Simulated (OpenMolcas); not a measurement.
# Mo⁴⁺ among point charges: CASSCF and CASPT2 levels and susceptibility, part 2 of 2

How does a field of 6 point charges split the states of Mo⁴⁺, and what χT follows?

OpenMolcas 26.06; ANO-RCC-VTZP, DKH2, active space 2 electrons in 5 orbitals (4d), orbitals: per spin and parity. Surroundings: 6 point charges of -0.5 e arranged as an octahedron (Oh), 2.05 Å from the ion. The steps go on from the part before.

## (6) CASPT2: IPEA 0.25, imaginary shift 0.1 (closed shells correlated: 4s 4p)

The input, a.inp:

```
>>> COPY JOB001 $Project.JobIph
&CASPT2
Multistate=10 1 2 3 4 5 6 7 8 9 10
NoMult
Frozen=8 6
IPEA=0.25
Imaginary=0.1
MaxIter=60
WThr=0.0 0.3 0.05
PrWF=0.5
NoMix
>>> COPY JOB002 $Project.JobIph
&CASPT2
Multistate=15 1 2 3 4 5 6 7 8 9 10 11 12 13 14 15
NoMult
Frozen=8 6
IPEA=0.25
Imaginary=0.1
MaxIter=60
WThr=0.0 0.3 0.05
PrWF=0.5
NoMix
```

The run is started by

```
OMP_NUM_THREADS=1 MOLCAS_MEM=1689 MOLCAS_PROJECT=a pymolcas a.inp > a.log
```

The program printed:

```text
Orbital specifications:
      -----------------------

      Symmetry species                           1   2
                                                ag  au
      Frozen orbitals                            8   6
      Inactive orbitals                          1   3
      Active orbitals                            5   0
      Secondary orbitals                        22  23
      Deleted orbitals                           0   0
      Number of basis functions                 36  32
Type of calculation                        SS-CASPT2
      Fock operator                              state-specific
      IPEA shift                                 0.25
      Real shift                                 0.00
      Imaginary shift                            0.10
      The input orbitals will be transformed to quasi-canonical
Reference energy:       -4045.6145881246
      E2 (Non-variational):      -0.2647818718
      Shift correction:          -0.0000997431
      E2 (Variational):          -0.2648816148
      Total energy:           -4045.8794697395
      Residual norm:              0.0000006882
      Reference weight:           0.95425
      Contributions to the CASPT2 correlation energy
      Active & Virtual Only:         -0.0051635736
      One Inactive Excited:          -0.0961949140
      Two Inactive Excited:          -0.1634233842
Reference energy:       -4045.6145881246
      E2 (Non-variational):      -0.2645260358
      Shift correction:          -0.0000992606
      E2 (Variational):          -0.2646252964
      Total energy:           -4045.8792134211
      Residual norm:              0.0000006450
      Reference weight:           0.95436
      Contributions to the CASPT2 correlation energy
      Active & Virtual Only:         -0.0051352047
      One Inactive Excited:          -0.0960317548
      Two Inactive Excited:          -0.1633590763
::    CASPT2 Root  1     Total energy:  -4045.87946974
::    CASPT2 Root  2     Total energy:  -4045.87921342
::    CASPT2 Root  3     Total energy:  -4045.87928305
::    CASPT2 Root  4     Total energy:  -4045.86907907
::    CASPT2 Root  5     Total energy:  -4045.86888056
::    CASPT2 Root  6     Total energy:  -4045.86913597
::    CASPT2 Root  7     Total energy:  -4045.85655767
::    CASPT2 Root  8     Total energy:  -4045.82326802
::    CASPT2 Root  9     Total energy:  -4045.82351710
::    CASPT2 Root 10     Total energy:  -4045.82349651
Orbital specifications:
      -----------------------

      Symmetry species                           1   2
                                                ag  au
      Frozen orbitals                            8   6
      Inactive orbitals                          1   3
      Active orbitals                            5   0
      Secondary orbitals                        22  23
      Deleted orbitals                           0   0
      Number of basis functions                 36  32
Type of calculation                        SS-CASPT2
      Fock operator                              state-specific
      IPEA shift                                 0.25
      Real shift                                 0.00
      Imaginary shift                            0.10
      The input orbitals will be transformed to quasi-canonical
Reference energy:       -4045.5595958198
      E2 (Non-variational):      -0.2776745761
      Shift correction:          -0.0001977067
      E2 (Variational):          -0.2778722828
      Total energy:           -4045.8374681025
      Residual norm:              0.0000000493
      Reference weight:           0.94766
      Contributions to the CASPT2 correlation energy
      Active & Virtual Only:         -0.0155066063
      One Inactive Excited:          -0.0937475594
      Two Inactive Excited:          -0.1684204103
Reference energy:       -4045.5595958198
      E2 (Non-variational):      -0.2777602743
      Shift correction:          -0.0001950680
      E2 (Variational):          -0.2779553423
      Total energy:           -4045.8375511621
      Residual norm:              0.0000000559
      Reference weight:           0.94767
      Contributions to the CASPT2 correlation energy
      Active & Virtual Only:         -0.0155138487
      One Inactive Excited:          -0.0938105744
      Two Inactive Excited:          -0.1684358512
::    CASPT2 Root  1     Total energy:  -4045.83746810
::    CASPT2 Root  2     Total energy:  -4045.83755116
::    CASPT2 Root  3     Total energy:  -4045.83785527
::    CASPT2 Root  4     Total energy:  -4045.83356094
::    CASPT2 Root  5     Total energy:  -4045.83356291
::    CASPT2 Root  6     Total energy:  -4045.80959003
::    CASPT2 Root  7     Total energy:  -4045.80961316
::    CASPT2 Root  8     Total energy:  -4045.80960760
::    CASPT2 Root  9     Total energy:  -4045.80209215
::    CASPT2 Root 10     Total energy:  -4045.80338327
::    CASPT2 Root 11     Total energy:  -4045.80295469
::    CASPT2 Root 12     Total energy:  -4045.80411653
::    CASPT2 Root 13     Total energy:  -4045.79979089
::    CASPT2 Root 14     Total energy:  -4045.79974918
::    CASPT2 Root 15     Total energy:  -4045.70756887
```

Time for this run: 2.7 s (1 thread of Arm Neoverse V2, shared host).

SS-CASPT2: lowest energy less the reference's lowest, -0.2647 hartree; reference weights 0.943 to 0.955.

States without spin-orbit coupling:

| state | degeneracy | E (cm-1) | free-ion L (%) |
| --- | --- | --- | --- |
| 3T1 | 3 | 0 | F (100) |
| 3T2 | 3 | 2258 | F (100) |
| 3A2 | 1 | 4996 | F (100) |
| 1T2 | 3 | 9151 | D (95) |
| 1E | 2 | 10043 | D (86) |
| 3T1 | 3 | 12268 | P (100) |
| 1T2 | 3 | 15301 | G (95) |
| 1A1 | 1 | 16506 | G (99) |
| 1T1 | 3 | 16792 | G (100) |
| 1E | 2 | 17460 | G (86) |
| 1A1 | 1 | 37695 | S (99) |

With spin-orbit coupling:

| E (cm-1) | Degeneracy | Label | 2S+1 |
| --- | --- | --- | --- |
| 0 | 2 | E | 3 |
| 340 | 3 | T2 | 3 |
| 1710 | 3 | T1 | 3 |
| 2670 | 1 | A1 | 3 |
| 3120 | 3 | T2 | 3 |
| 3220 | 1 | A2 | 3 |
| 4180 | 3 | T1 | 3 |
| 4420 | 2 | E | 3 |
| 6800 | 3 | T2 | 3 |
| 10390 | 3 | T2 | 1 |
| 11060 | 2 | E | 1 |
| 12610 | 1 | A1 | 3 |
| 13230 | 3 | T1 | 3 |
| 14470 | 3 | T2 | 3 |
| 14580 | 2 | E | 3 |
| 16810 | 3 | T2 | 1 |
| 17960 | 1 | A1 | 1 |
| 18250 | 3 | T1 | 1 |
| 18970 | 2 | E | 1 |
| 39270 | 1 | A1 | 1 |

Powder χT (cm³ K/mol): 0.00 at 2 K, 0.00 at 5 K, 0.01 at 10 K, 0.01 at 20 K, 0.03 at 50 K, 0.06 at 100 K, 0.09 at 150 K, 0.13 at 200 K, 0.17 at 250 K, 0.21 at 300 K.

A ligand-field fit to the states below 45000 cm-1 gives 10Dq = 3038 cm-1, B = 717 cm-1 and C = 2815 cm-1 (C/B = 3.93), with a deviation of 273 cm-1.

## (7) The methods side by side

A. CASSCF
B. SS-CASPT2, IPEA 0.25, imaginary shift 0.1 (closed shells correlated: 4s 4p)

| method | ground state | first state of that spin (cm-1) | first gap with spin-orbit (cm-1) | χT at 300 K |
| --- | --- | --- | --- | --- |
| A | 3T1 | 3T2 2126 | 345.2 | 0.21 |
| B | 3T1 | 3T2 2258 | 342.4 | 0.21 |

## (8) What came out

The summary covers parts 1 to 2.

| quantity | value |
| --- | --- |
| method | SS-CASPT2, IPEA 0.25, imaginary shift 0.1 (closed shells correlated: 4s 4p) |
| spin-free ground state | 3T1, 3-fold in its orbital part |
| first state of the same spin within the active space | 3T2 at 2260 cm⁻¹ |
| lowest level | 2-fold E, g = 0.00, 0.00, 0.00 |
| next level | 342.4 cm⁻¹ |
| χT at 300 K | 0.21 cm³ K/mol |
| effective moment at 300 K | 1.28 μB |

Cost by method:

| method | time of its own steps | time with the reference |
| --- | --- | --- |
| A. CASSCF | 4.3 s | 4.3 s |
| B. SS-CASPT2, IPEA 0.25, imaginary shift 0.1, +4s 4p | 2.7 s | 7 s |

Times are of one thread on a shared host.

The spin-free ground state (3T1) comes to 100 % from free-ion F terms and keeps the highest spin of the shell. χT at 300 K is 0.21, against 1.00 cm³ K/mol for the spin alone, so spin-orbit coupling lowers it. A ligand-field fit to the states below 45000 cm-1 gives 10Dq = 3038 cm-1, B = 717 cm-1 and C = 2815 cm-1 (C/B = 3.93), with a deviation of 273 cm-1. CASPT2 does not keep the components of a term degenerate, and the means are used. The field of point charges can differ much from that of real complexes. Point charges carry no covalency, so the field is a model and not that of real ligands.
